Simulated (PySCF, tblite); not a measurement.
# C6H6F2: geometry, infrared bands and NMR shifts

Aim: predict the infrared bands and NMR shifts of C6H6F2 (`C[C@@H]1C(F)=C/C1=C\F`).

Computed with tblite 0.8.0 and PySCF 2.14.0, with density-fitted response routines of our own, on a single molecule in the gas phase. Atoms count from 0, in the outputs and in this text.

### 1 Starting geometry

14 atoms, charge 0, multiplicity 1; geometry from: force field or distance geometry start.

Bonds of the start (Å): C0–C1 1.52, C1–C2 1.54, C2–F3 1.34, C2–C4 1.35, C4–C5 1.44, C5–C6 1.33, C6–F7 1.35, C5–C1 1.51, C0–H8 1.10, C0–H9 1.10, C0–H10 1.10, C1–H11 1.09, C4–H12 1.08, C6–H13 1.08.

### 2 Relaxing the molecule with GFN2-xTB

The job: settings as JSON, then the geometry in Å.

```
{"job": {"kind": "relax", "xc": "GFN2-xTB", "basis": "xTB"}, "charge": 0, "multiplicity": 1}
C     -1.661500     0.136700     0.499800
C     -0.567000    -0.282200    -0.462100
C      0.184600    -1.570500    -0.068700
F     -0.208000    -2.842800     0.041500
C      1.359600    -0.933400     0.096400
C      0.788100     0.346800    -0.242000
C      1.276500     1.584100    -0.330000
F      2.572900     1.868900    -0.072900
H     -1.341000     0.121700     1.548600
H     -2.538200    -0.528400     0.411100
H     -2.011600     1.152900     0.265300
H     -0.929500    -0.265900    -1.487100
H      2.355000    -1.252600     0.375700
H      0.719300     2.464200    -0.597700
```

Started as:

```sh
> OMP_NUM_THREADS=1 python probes_run.py task.json out
```

The driver reads the jobs from task.json and runs them one after another.

**Question.** This job is followed by: GFN2-xTB harmonic vibrations, gas phase; GIAO PBE0/pcSseg-1 NMR shielding, non-relativistic, gas phase. Predict these results of the whole session: strongest single infrared mode (GFN2-xTB); zero-point energy (GFN2-xTB); 13C shifts against TMS (PBE0/pcSseg-1); 1H shifts against TMS (PBE0/pcSseg-1, means over atoms taken as alike); 19F shifts against CFCl3 (PBE0/pcSseg-1).

As calculated:

| quantity | value |
| --- | --- |
| strongest single infrared mode (GFN2-xTB) | 1076 cm⁻¹, 186 km/mol |
| zero-point energy (GFN2-xTB) | 64.1 kcal/mol |
| 13C shifts against TMS (PBE0/pcSseg-1) | 176.0, 147.1, 123.6, 113.6, 50.1, 18.5 ppm |
| 1H shifts against TMS (PBE0/pcSseg-1, means over atoms taken as alike) | 6.87, 5.60, 3.61, 1.30 ppm |
| 19F shifts against CFCl3 (PBE0/pcSseg-1) | -92.9, -151.7 ppm |

What this shows: Relaxing lowered the energy by 0.065 eV in 35 steps; the close pair that moved most is C1–C2, from 1.543 to 1.511 Å. No mode is imaginary among the 36: a minimum at this level. The strongest single mode, at 1076 cm⁻¹, has its largest shares on C6, F7 and H12 (the list is cut at 3 atoms). Unscaled tight-binding wavenumbers are off by several per cent, some by more. Its intensities can rank the bands wrongly. At PBE0/pcSseg-1: Shielding is most anisotropic at F3 (span 218 ppm, paramagnetic term -208 ppm).
